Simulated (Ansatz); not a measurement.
# BH5O3Se: the cost of one run

Program: Ansatz 0.2.0. Level of theory: RKS PBE/def2-SVP. These are calculated values, not measurements.

## 1. The system as given

Bond lengths: B1–O2 1.753 Å, B1–O3 1.332 Å, B1–O4 1.334 Å, B1–Se6 2.388 Å, O2–H7 0.960 Å, O3–H8 0.954 Å, O4–H9 0.954 Å, Se6–H10 1.426 Å. Angles: B1–O2–H7 110.9°, O2–B1–O3 109.6°, O2–B1–O4 112.8°, O2–B1–Se6 87.5°, O3–B1–O4 122.3°, O3–B1–Se6 110.2°, O4–B1–Se6 109.0°, B1–O3–H8 118.0°, B1–O4–H9 121.1°, B1–Se6–H10 96.2°.

Coordinates:

```xyz
10

B    -0.2516   -0.3066    0.5293
O     0.8784   -0.7353   -0.7398
O     0.4144   -0.0685    1.6575
O    -1.3648   -1.0414    0.4998
H     0.5725    0.3273   -1.3689
Se   -0.6357    1.7356   -0.6480
H     0.5675   -1.4982   -1.2328
H     1.3459    0.1279    1.5953
H    -1.9599   -1.0047   -0.2452
H     0.4332    2.4638   -0.0472
```

## 2. Pulling towards end A

Springs on the bonds that form and break draw the guess towards this end; the thresholds are loose.

The input, input.yaml:

```yaml
crystal:
  periodic: [false, false, false]
  atoms:
    - { symbol: B, position_ang: [-0.2516, -0.3066, 0.5293] }
    - { symbol: O, position_ang: [0.8784, -0.7353, -0.7398] }
    - { symbol: O, position_ang: [0.4144, -0.0685, 1.6575] }
    - { symbol: O, position_ang: [-1.3648, -1.0414, 0.4998] }
    - { symbol: H, position_ang: [0.5725, 0.3273, -1.3689] }
    - { symbol: Se, position_ang: [-0.6357, 1.7356, -0.648] }
    - { symbol: H, position_ang: [0.5675, -1.4982, -1.2328] }
    - { symbol: H, position_ang: [1.3459, 0.1279, 1.5953] }
    - { symbol: H, position_ang: [-1.9599, -1.0047, -0.2452] }
    - { symbol: H, position_ang: [0.4332, 2.4638, -0.0472] }
basis:
  gaussian: { orbitals: def2-SVP }
hamiltonian:
  xc: pbe
relax:
  f_tol: 0.15
  max_steps: 25
  restrain:
    - { distance: [0, 5], at: 3.34, k: 30.0 }
    - { distance: [4, 1], at: 2.27, k: 30.0 }
    - { distance: [0, 1], at: 1.5, k: 30.0 }
    - { distance: [4, 5], at: 1.51, k: 30.0 }
```

Launch:

```
> ansatz run input.yaml --threads 2 --pin off --max-ram 3072MiB --backend cpu --events-out ev --progress --plain --runs-dir out
```

What time and memory should one allow on 2 threads of Arm Neoverse V1, shared host?

About 27 s, with a peak of 0.15 GiB.
